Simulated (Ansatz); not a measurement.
# Be3C (P1) in Ansatz: convergence with k mesh

Aim: find how far k mesh must go before the results for Be3C settle, at r2SCAN. This setting moves, with any that are tied to it; all else stays.

Program: Ansatz 0.2.0. These are calculated values, not measurements. Logs are shortened: lines on timing, memory, paths and dates and some standing lists are left out, and cuts for length are marked.

### 1 The cell of the first run

The typed cell holds 4 atoms: a = 4.278 Å, b = 4.278 Å, c = 4.278 Å, α = 137.45°, β = 137.45°, γ = 61.75°.

The cell was built by a generator and needn't be a form met in nature.

The cell isn't the ideal one: atoms moved at random, drawn with an rms of 0.05 Å.

### 2 With k mesh 3 × 3 × 4

Input file input.yaml:

```yaml
crystal:
  lattice:
    - [-1.55230316, 1.55230316, 3.67172373]
    - [1.55230316, -1.55230316, 3.67172373]
    - [1.55230316, 1.55230316, -3.67172373]
  atoms:
    - { symbol: Be, position: [0.555544, 0.071647, 0.499916] }
    - { symbol: Be, position: [0.94447, 0.42181, 0.491311] }
    - { symbol: Be, position: [0.506878, 0.497545, 0.008501] }
    - { symbol: C, position: [0.251396, 0.742461, 0.489045] }
hamiltonian:
  xc: r2scan
  pseudopotentials: { kind: nc, accuracy: standard }
kpoints:
  mp_grid: { grid: [3, 3, 4] }
scf:
  occupations: { method: cold, width: 0.1 }
output:
  forces: true
  stress: true
  eigenvalues: true
```

Potentials or basis: PseudoDojo standard (PBE files).

The run is started by

```bash
$ ansatz run input.yaml --threads 2 --pin off --max-ram 5632MiB --backend cpu --events-out ev --progress --plain --runs-dir out
```

What it wrote:

```text
Warning: hamiltonian.xc reads the kinetic-energy density τ on the library's norm-conserving files, and those of Be, C were made for PBE. This build holds files of Be, C that were made for r²SCAN, which a deck under this functional can read where it names no table (hamiltonian.pseudopotentials.accuracy or source), types no xc_functional and has no exact exchange, max_exx_coeff or level of output.embedding that keeps them out. To compare such runs, type hamiltonian.pseudopotentials: {kind: paw, frozen_core: stored} on both or, where PAW refuses one, {kind: nc, accuracy: standard}
Warning: RAYON_NUM_THREADS=2 ignored (pool sized by the plan → 2); use --threads N
Engine: ansatz 0.2.0, aarch64-unknown-linux-gnu
Pseudopotentials: kind: nc
Pseudopotential: Be, nc, valence charge 4, recommended cutoff 1197.300995 eV (normal), Be.nc.azcp (PseudoDojo's, or run here from an input of PseudoDojo's; its table is named by hamiltonian.pseudopotentials.accuracy)
Pseudopotential: C, nc, valence charge 4, recommended cutoff 1115.666836 eV (normal), C.nc.azcp (PseudoDojo's, or run here from an input of PseudoDojo's; its table is named by hamiltonian.pseudopotentials.accuracy)
Functional definition: r2SCAN
  parameter k0 = 0.174
  parameter k1 = 0.065
  parameter a1 = 4.9479
  exchange = r2scan_x(k0 = k0, k1 = k1, a1 = a1)
  correlation = r2scan_c
Crystal: 4 atoms, lattice volume = 35.390 Å³
Basis set: ecut = 1197.300995 eV, 3341 PW (Γ), exchange–correlation on 200×200×200 points (64 copies of the dense FFT grid, shifted against one another)
Bands: 12, of which v1, the nominal top of the filled ones, is band 8 counted from 1 (7 counted from 0)
Symmetry: 1 space group operations
Space group: P1 (ITA 1), of the structure as read, at distance tolerance 3.3e-5 Å
k-points: 19 of 36 (time reversal used)
Non-local potential: Be, projectors of the file, l = 0: 2, l = 1: 2
Non-local potential: C, projectors of the file, l = 0: 2, l = 1: 2
Initial density: superposition of atomic densities (chi_scale 0.1, normalization cell, long waves kept (reshape's long-wave potential 0.03 eV rms))
Initial wavefunctions: pseudopotential atomic-orbital guess
Functional: x = r2scan, c = r2scan; τ floored in thin density (d = 2e-4 eV/Å³)
[... 9 lines left out ...]
SCF iter   9: F=—  HF=-1294.789021 eV  |F-HF|=—  |Δ(HF+E_count)|=   2.71e-5  S|Δr|=    0.00e0  Δρ=9.59e-5  dr2=3.48e-6  dr2_τ=1.81e-6  ethr=2.32e-7  ⟨swp⟩=2.2  Hψ=305  notcnv=0  defer=2
SCF iter  10: F=-1294.789020 eV  HF=-1294.789020 eV  |F-HF|=4.90e-8  |Δ(HF+E_count)|=   6.73e-7  S|Δr|=    0.00e0  Δρ=1.59e-5  dr2=8.20e-8  dr2_τ=3.60e-8  ethr=6.25e-10  ⟨swp⟩=6.1  Hψ=1364  notcnv=0
SCF 1 converged in 10 iterations: F = -1294.789020 eV  dr2 = 8.20e-8
SCF converged after 10 iterations
Stability not checked: this state was not tested for a lower state beside it, because cold or Methfessel-Paxton smearing, or corrected tetrahedra, fill the levels in a way that the test cannot read (fill_not_monotonic; see scf.lower_state_search)
Free energy (F): -1294.789020 eV
Harris-Foulkes:  -1294.789020 eV  (|F-HF|=4.90e-8)
Internal energy: -1294.785923 eV  (E = F + TS)
E sigma→0 (E₀):  -1294.787988 eV
Entropy (-TS):   -0.003097 eV (-0.774 meV/atom)
Fermi energy:    7.163720 eV
--- Per-component energies (eV) ---
  E_band       = -551.664947
  E_kinetic    = 819.612532
  E_local      = -772.082463  (includes V_loc(G=0)·N_el)
  E_nonlocal   = -729.150137
  E_hartree    = 230.575428
  E_xc         = -256.893635
  E_vxc        = -353.589659  (∫ρ·V_xc dr)
  E_vtau       = 22.392922  (kinetic-family band-sum trace: ∫τ·v_τ [+ j·A + Jᵃ·Aᵃ] dr)
  E_ewald      = -586.847648
  E_smearing   = -0.003097  (= −TS)
  E_closure    = -0.000000  (closes the sum)
  Σ components = -1294.789020   (vs F -1294.789020, Δ=0.00e0)
--- Forces (eV/Å), atoms counted from 1 ---
  atom   1  Be    -0.93881826    -0.29794202     2.52423118
  atom   2  Be    -0.22968461     0.24625841    -2.45161611
  atom   3  Be     1.18227362     0.03837476    -0.40109232
  atom   4  C     -0.01386750     0.01337861     0.32818586
  max |Σ_I F_I| component: 2.91e-4 eV/Å
--- Stress (GPa, compression-positive) ---
       60.761656       1.781540      -0.449884
        1.781540      65.962534       0.092942
       -0.449884       0.092942     -33.144651
  P = ⅓ Tr σ = 31.1932 GPa (311.932 kbar)
--- Band table (eV; the first three rows and the last of 19) ---
  k-point 0: bands = ["-95.2085", "-95.1411", "-93.7599", "-6.4589", "2.4886", "3.6331", "6.0876", "6.1595", "7.2039", "7.2288", "10.1591", "12.9718"]
  k-point 1: bands = ["-95.2017", "-95.1382", "-93.7702", "-5.1833", "2.3869", "2.9044", "4.7227", "4.9160", "6.1300", "7.4433", "10.6250", "13.1648"]
  k-point 2: bands = ["-95.1962", "-95.1338", "-93.7808", "-3.1014", "1.1693", "2.4208", "3.3030", "4.4923", "5.4443", "9.6109", "9.9090", "10.2020"]
  k-point 18: bands = ["-95.1973", "-95.1434", "-93.7695", "-4.3592", "-0.3948", "0.6110", "5.7426", "6.7349", "8.5074", "9.3653", "12.4131", "12.9115"]
```

Wall time 11 s (2 threads of Arm Neoverse V2, shared host); peak memory 0.68 GiB.

What came out:

- Free energy: -1294.7890 eV
- Pressure: 31.2 GPa
- Largest force: 2.710 eV/Å
- Band gap on the k mesh: none (metal or under the smearing width)

### 3 With k mesh 4 × 4 × 5

input.yaml: that of step 2 with these lines changed.

```diff
@@ -14,3 +14,3 @@
 kpoints:
-  mp_grid: { grid: [3, 3, 4] }
+  mp_grid: { grid: [4, 4, 5] }
 scf:
```

Potentials or basis: PseudoDojo standard (PBE files).

The run is started by

```bash
$ ansatz run input.yaml --threads 2 --pin off --max-ram 5632MiB --backend cpu --events-out ev --progress --plain --runs-dir out
```

Run time: 16 s. Hardware: 2 threads of Arm Neoverse V2, shared host; peak memory 0.74 GiB.

Results:

```yaml
Free_energy: -1294.5991 eV
Pressure: 31.6 GPa
Largest_force: 2.648 eV/Å
Band_gap_on_the_k_mesh: none (metal or under the smearing width)
```

### 4 With k mesh 4 × 4 × 6

input.yaml: that of step 3 with these lines changed.

```diff
@@ -14,3 +14,3 @@
 kpoints:
-  mp_grid: { grid: [4, 4, 5] }
+  mp_grid: { grid: [4, 4, 6] }
 scf:
```

The run is started by

```bash
$ ansatz run input.yaml --threads 2 --pin off --max-ram 5632MiB --backend cpu --events-out ev --progress --plain --runs-dir out
```

It took 16 s on 2 threads of Arm Neoverse V2, shared host; peak memory 0.76 GiB.

Results:

- Free energy: -1294.6054 eV
- Pressure: 31.8 GPa
- Largest force: 2.616 eV/Å
- Band gap on the k mesh: none (metal or under the smearing width)

### 5 With k mesh 5 × 5 × 7

input.yaml: that of step 4 with these lines changed.

```diff
@@ -14,3 +14,3 @@
 kpoints:
-  mp_grid: { grid: [4, 4, 6] }
+  mp_grid: { grid: [5, 5, 7] }
 scf:
```

The run is started by

```bash
$ ansatz run input.yaml --threads 2 --pin off --max-ram 5632MiB --backend cpu --events-out ev --progress --plain --runs-dir out
```

Wall time 23 s (2 threads of Arm Neoverse V2, shared host); peak memory 0.79 GiB.

What came out:

* Free energy: -1294.6359 eV
* Pressure: 31.3 GPa
* Largest force: 2.587 eV/Å
* Band gap on the k mesh: none (metal or under the smearing width)

### 6 With k mesh 7 × 7 × 9

input.yaml: that of step 5 with these lines changed.

```diff
@@ -14,3 +14,3 @@
 kpoints:
-  mp_grid: { grid: [5, 5, 7] }
+  mp_grid: { grid: [7, 7, 9] }
 scf:
```

Potentials or basis: PseudoDojo standard (PBE files).

The run is started by

```bash
$ ansatz run input.yaml --threads 2 --pin off --max-ram 5632MiB --backend cpu --events-out ev --progress --plain --runs-dir out
```

Wall time 49 s (2 threads of Arm Neoverse V2, shared host); peak memory 0.92 GiB.

Results (log left out):

- Free energy: -1294.6296 eV
- Pressure: 31.6 GPa
- Largest force: 2.582 eV/Å
- Band gap on the k mesh: none (metal or under the smearing width)

### 7 With k mesh 8 × 8 × 11

input.yaml: that of step 6 with these lines changed.

```diff
@@ -14,3 +14,3 @@
 kpoints:
-  mp_grid: { grid: [7, 7, 9] }
+  mp_grid: { grid: [8, 8, 11] }
 scf:
```

The run is started by

```bash
$ ansatz run input.yaml --threads 2 --pin off --max-ram 5632MiB --backend cpu --events-out ev --progress --plain --runs-dir out
```

It took 72 s on 2 threads of Arm Neoverse V2, shared host; peak memory 1.1 GiB.

Results (log left out):

```
Free energy            : -1294.6366 eV
Pressure               : 31.5 GPa
Largest force          : 2.599 eV/Å
Band gap on the k mesh : none (metal or under the smearing width)
```

### 8 With k mesh 10 × 10 × 14

input.yaml: that of step 7 with these lines changed.

```diff
@@ -14,3 +14,3 @@
 kpoints:
-  mp_grid: { grid: [8, 8, 11] }
+  mp_grid: { grid: [10, 10, 14] }
 scf:
```

The run is started by

```bash
$ ansatz run input.yaml --threads 2 --pin off --max-ram 5632MiB --backend cpu --events-out ev --progress --plain --runs-dir out
```

Wall time 2.3 min (2 threads of Arm Neoverse V2, shared host); peak memory 1.6 GiB.

It converged, with:

- Free energy: -1294.6362 eV
- Pressure: 31.6 GPa
- Largest force: 2.609 eV/Å
- Band gap on the k mesh: none (metal or under the smearing width)

### 9 With k mesh 13 × 13 × 16

input.yaml: that of step 8 with these lines changed.

```diff
@@ -14,3 +14,3 @@
 kpoints:
-  mp_grid: { grid: [10, 10, 14] }
+  mp_grid: { grid: [13, 13, 16] }
 scf:
```

Potentials or basis: PseudoDojo standard (PBE files).

The run is started by

```bash
$ ansatz run input.yaml --threads 2 --pin off --max-ram 5632MiB --backend cpu --events-out ev --progress --plain --runs-dir out
```

Wall time 4.3 min (2 threads of Arm Neoverse V2, shared host); peak memory 2.5 GiB.

It converged, with:

```
Free energy            : -1294.6345 eV
Pressure               : 31.5 GPa
Largest force          : 2.594 eV/Å
Band gap on the k mesh : none (metal or under the smearing width)
```

### 10 With k mesh 15 × 15 × 20

input.yaml: that of step 9 with these lines changed.

```diff
@@ -14,3 +14,3 @@
 kpoints:
-  mp_grid: { grid: [13, 13, 16] }
+  mp_grid: { grid: [15, 15, 20] }
 scf:
```

The run is started by

```bash
$ ansatz run input.yaml --threads 2 --pin off --max-ram 5632MiB --backend cpu --events-out ev --progress --plain --runs-dir out
```

Run time: 7 min. Hardware: 2 threads of Arm Neoverse V2, shared host; peak memory 3.7 GiB.

Results (log left out):

```yaml
Free_energy: -1294.6353 eV
Pressure: 31.5 GPa
Largest_force: 2.589 eV/Å
Band_gap_on_the_k_mesh: none (metal or under the smearing width)
```

### 11 Result

```tsv
k mesh	energy less the tightest run, at zero smearing (meV/atom)	pressure (GPa)	largest force (eV/Å)	SCF cycles	CPU time (s)	peak memory (GiB)
3 × 3 × 4	-38.15	31.19	2.710	10	22	0.68
4 × 4 × 5	9.02	31.63	2.648	11	31	0.74
4 × 4 × 6	7.42	31.80	2.616	10	32	0.76
5 × 5 × 7	-0.13	31.25	2.587	9	45	0.79
7 × 7 × 9	1.53	31.55	2.582	10	97	0.92
8 × 8 × 11	-0.41	31.49	2.599	9	140	1.1
10 × 10 × 14	-0.23	31.56	2.609	9	270	1.6
13 × 13 × 16	0.21	31.46	2.594	9	510	2.5
15 × 15 × 20	0.00	31.47	2.589	9	840	3.7
```

Against the tightest run, the energy stays within 1 meV/atom from 8 × 8 × 11 on; the pressure stays within 0.1 GPa from 7 × 7 × 9 on. Not settled before the last step: the largest force (to 0.005 eV/Å). Meshes of other sizes hit other points, so gaps and Fermi surfaces needn't settle smoothly. The tightest run that finished is the yardstick and may itself not be fully converged.

Caveats: the meta-GGA runs on potentials made for a GGA; the potentials were made for another functional, which shifts forces and pressure.
